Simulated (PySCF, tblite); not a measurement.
# C₅H₉FO₂S: geometry, infrared bands and NMR shifts

Aim: predict the infrared bands and NMR shifts of C₅H₉FO₂S (`CS[C@@H]1C[C@](F)(CO)O1`).

Programs: tblite 0.8.0 and PySCF 2.14.0, with density-fitted response routines of our own. Each step states its level of theory. These are calculated values for one molecule in the gas phase, unless marked as measured. Atoms count from 0, in the outputs and in this text.

**1. The starting structure**

18 atoms, charge 0, multiplicity 1; geometry from: force field or distance geometry start.

Bonds of the start (Å): C0–S1 1.79, S1–C2 1.82, C2–C3 1.52, C3–C4 1.52, C4–F5 1.36, C4–C6 1.53, C6–O7 1.44, C4–O8 1.45, O8–C2 1.45, C0–H9 1.09, C0–H10 1.10, C0–H11 1.10, C2–H12 1.10, C3–H13 1.10, C3–H14 1.09, C6–H15 1.08, C6–H16 1.09, O7–H17 0.98.

**2. Relaxing the molecule with GFN2-xTB**

The job: settings as JSON, then the geometry in Å.

```
{"job": {"kind": "relax", "xc": "GFN2-xTB", "basis": "xTB"}, "charge": 0, "multiplicity": 1}
C     -2.777200     0.378400     1.239400
S     -1.403000    -0.742000     1.488300
C     -0.740800    -0.668200    -0.201400
C      0.619900    -1.325900    -0.341100
C      1.010000    -0.028200    -1.033100
F      0.994000    -0.083400    -2.394400
C      2.271400     0.689900    -0.559900
O      2.218500     0.955800     0.853600
O     -0.177900     0.629400    -0.518200
H     -2.430600     1.375900     0.972100
H     -3.445600     0.003400     0.449700
H     -3.366600     0.458300     2.167000
H     -1.476300    -0.966100    -0.962900
H      1.171000    -1.542200     0.589800
H      0.635900    -2.213600    -0.967100
H      2.388800     1.645900    -1.059400
H      3.160400     0.082900    -0.749400
H      1.339400     1.355900     1.015300
```

Started as:

```console
$ OMP_NUM_THREADS=1 python probes_run.py task.json out
```

This one command runs all jobs of the session in turn.

**Question.** This job is followed by: GFN2-xTB harmonic vibrations, gas phase; GIAO PBE0/pcSseg-1 NMR shielding, non-relativistic, gas phase. What will the session give for the following? strongest single infrared mode (GFN2-xTB); zero-point energy (GFN2-xTB); 13C shifts against TMS (PBE0/pcSseg-1); 1H shifts against TMS (PBE0/pcSseg-1, means over atoms taken as alike); 33S shifts against CS2 (PBE0/pcSseg-1); 19F shifts against CFCl3 (PBE0/pcSseg-1); 17O shifts against H2O (PBE0/pcSseg-1).

**Answer**, as computed:

| quantity | value |
| --- | --- |
| strongest single infrared mode (GFN2-xTB) | 994 cm⁻¹, 192 km/mol |
| zero-point energy (GFN2-xTB) | 85.3 kcal/mol |
| 13C shifts against TMS (PBE0/pcSseg-1) | 123.6, 86.3, 67.8, 35.7, 18.1 ppm |
| 1H shifts against TMS (PBE0/pcSseg-1, means over atoms taken as alike) | 5.71, 3.93, 3.57, 3.12, 2.92, 2.25, 1.89 ppm |
| 33S shifts against CS2 (PBE0/pcSseg-1) | 33 ppm |
| 19F shifts against CFCl3 (PBE0/pcSseg-1) | -122.8 ppm |
| 17O shifts against H2O (PBE0/pcSseg-1) | 147.1, 24.5 ppm |

In words: The optimisation took 124 steps and gained 0.227 eV; among the close pairs (by a distance rule), C6–O7 changed most, from 1.439 to 1.396 Å. All 48 modes are real, so the xTB geometry is a minimum. The strongest single mode, at 994 cm⁻¹, is carried by O8, C2, C4. GFN2-xTB is a fitted tight-binding method: band positions and strengths are rough. Its intensities can rank the bands wrongly. H12 (hydrogen on an sp3 CH bonded to O and S) lies farthest downfield among hydrogen, at 5.71 ppm; its carbon carries O, an electronegative neighbour. At PBE0/pcSseg-1: The widest tensor belongs to S1: span 433 ppm, with a paramagnetic part of -588 ppm.
